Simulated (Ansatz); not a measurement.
# ZrAl3B3N: the cost of one run

Program: Ansatz 0.2.0. Level of theory: DFT PBE, scalar-relativistic, plane waves, PAW, unless a step names another level. These are calculated values, not measurements.

9 further runs of the same task are left out: 9 set aside as unsound or not needed.

## Step 1: Plan

Pauling electronegativities: Zr 1.33, Al 1.61, B 2.04, N 3.04 (spread 1.71). The formula balances with common oxidation states: Al +3, Zr +3, N -3, B -3. Tabulated atomic sizes suggest about 12 Å³/atom. 44 candidates were drawn, by swapping species into database cells of other compounds, at random by space group and Wyckoff sites, or by hand, as the table says:

```tsv
name	made from	space group no.	Wyckoff sites	atoms (primitive cell)	V (Å³/atom)
c01	database cell of Li3CuOF3	123	Zr 1a; Al 2h, 1b; B 2g, 1d; N 1c	8	9.8
c02	random	38	Zr 2b; Al 4d, 2a; B 2a, 4e; N 2b	8	12.6
c03	database cell of LiNi3O3F	123	Zr 1b; Al 2h, 1a; B 2g, 1c; N 1d	8	11.3
c04	random	38	Zr 2a; Al 4d, 2b; B 4c, 2a; N 2b	8	13.7
c05	random	187	Zr 1b; Al 1f, 2g; B 2i, 1d; N 1e	8	14.1
c06	random	99	Zr 1b; Al 1a, 1a, 1a; B 2c, 1b; N 1b	8	12.0
c07	random	123	Zr 1d; Al 2f, 1c; B 2h, 1b; N 1a	8	12.5
c08	random	221	Zr 1b; Al 3d; B 3c; N 1a	8	12.1
c09	random	38	Zr 2b; Al 4c, 2b; B 4c, 2a; N 2a	8	15.0
c10	random	146	Zr 3a; Al 9b; B 9b; N 3a	8	14.7
c11	built by hand: layered diboride-nitride intergrowth	156	Zr 1b; Al 1b, 1c, 1a; B 1c, 1a, 1c; N 1a	8	11.7
c12	random	123	Zr 1d; Al 2f, 1c; B 2g, 1a; N 1b	8	12.9
c13	random	189	Zr 1b; Al 3f; B 3g; N 1a	8	14.9
c14	random	99	Zr 1b; Al 2c, 1a; B 2c, 1b; N 1a	8	12.1
c15	random	115	Zr 1c; Al 2g, 1d; B 2f, 1b; N 1a	8	12.6
c16	random	1	Zr 1a; Al 1a, 1a, 1a; B 1a, 1a, 1a; N 1a	8	14.6
c17	random	99	Zr 1b; Al 2c, 1b; B 2c, 1b; N 1a	8	13.4
c18	database cell of GaSi3C3N	6	Zr 1b; Al 1a, 1a, 1b; B 1b, 1b, 1a; N 1a	8	9.8
c19	random	99	Zr 1a; Al 2c, 1b; B 1a, 1b, 1b; N 1a	8	13.0
c20	random	221	Zr 1a; Al 3c; B 3d; N 1b	8	14.4
c21	built by hand: ordered CrB	25	Zr 1a; Al 1c, 1b, 1d; B 1b, 1a, 1c; N 1d	8	11.6
c22	random	119	Zr 2c; Al 4e, 2b; B 4e, 2a; N 2d	8	12.3
c23	random	65	Zr 2b; Al 4l, 2d; B 4k, 2a; N 2c	8	14.9
c24	random	123	Zr 1b; Al 1a, 2h; B 2e, 1d; N 1c	8	14.7
c25	random	65	Zr 2a; Al 4e, 2d; B 4l, 2b; N 2c	8	14.2
c26	random	1	Zr 1a; Al 1a, 1a, 1a; B 1a, 1a, 1a; N 1a	8	12.3
c27	built by hand: ordered cubic rocksalt	221	Zr 1a; Al 3c; B 3d; N 1b	8	11.6
c28	random	99	Zr 1a; Al 2c, 1b; B 2c, 1a; N 1b	8	14.0
c29	random	187	Zr 1b; Al 1e, 2g; B 2i, 1c; N 1f	8	13.5
c30	random	187	Zr 1a; Al 2i, 1b; B 3j; N 1c	8	14.0
c31	random	123	Zr 1a; Al 2h, 1b; B 2f, 1d; N 1c	8	13.5
c32	built by hand: layered rocksalt (001) superlattice	123	Zr 1a; Al 1b, 2h; B 1d, 2g; N 1c	8	11.6
c33	random	221	Zr 1a; Al 3d; B 3c; N 1b	8	11.6
c34	random	221	Zr 1b; Al 3c; B 3d; N 1a	8	13.1
c35	random	2	Zr 1e; Al 2i, 1h; B 2i, 1a; N 1b	8	14.7
c36	random	191	Zr 1b; Al 3f; B 3g; N 1a	8	13.5
c37	built by hand: ordered zincblende	160	Zr 3a; Al 9b; B 9b; N 3a	8	13.8
c38	database cell of TaCu3Se3S	160	Zr 3a; Al 9b; B 9b; N 3a	8	13.5
c39	random	123	Zr 1c; Al 2f, 1d; B 2g, 1a; N 1b	8	11.8
c40	random	187	Zr 1f; Al 2g, 1c; B 2i, 1d; N 1a	8	13.6
c41	database cell of LiNi3O3F	123	Zr 1b; Al 2g, 1c; B 2h, 1a; N 1d	8	11.3
c42	random	35	Zr 2a; Al 2b, 4c; B 4d, 2a; N 2a	8	11.9
c43	random	191	Zr 1a; Al 3g; B 3f; N 1b	8	13.6
c44	random	12	Zr 2a; Al 4e, 2b; B 4g, 2c; N 2d	8	11.7
```

## Step 2: Screening run of c11

File input.yaml:

```yaml
crystal:
  lattice:
    - [3.1, 0.0, 0.0]
    - [-1.55, 2.68467875, 0.0]
    - [0.0, 0.0, 11.2]
  atoms:
    - { symbol: Zr, position: [0.33333333, 0.66666667, 0.0] }
    - { symbol: Al, position: [0.33333333, 0.66666667, 0.31] }
    - { symbol: Al, position: [0.66666667, 0.33333333, 0.53] }
    - { symbol: Al, position: [0.0, 0.0, 0.75] }
    - { symbol: B, position: [0.66666667, 0.33333333, 0.155] }
    - { symbol: B, position: [0.0, 0.0, 0.155] }
    - { symbol: B, position: [0.66666667, 0.33333333, 0.87] }
    - { symbol: "N", position: [0.0, 0.0, 0.42] }
basis:
  ecutwfc: 420
kpoints:
  mp_grid: { grid: [4, 4, 1] }
hamiltonian:
  xc: pbe
scf:
  occupations: { method: gaussian, width: 0.15 }
  lower_state_search: "off"
output:
  forces: true
  stress: true
  eigenvalues: true
relax:
  adjacent_minimum: "off"
  f_tol: 0.08
  max_steps: 16
  cell: { stress_tol: 0.8 }
```

Run with:

```console
> ansatz run input.yaml --threads 1 --pin off --max-ram 2560MiB --backend cpu --events-out ev --progress --plain --runs-dir out
```

Q: Estimate wall time and peak memory on 1 thread of Intel Xeon at 2.50GHz (Skylake/Cascade Lake), shared host.

About 26 s, with a peak of 0.36 GiB.
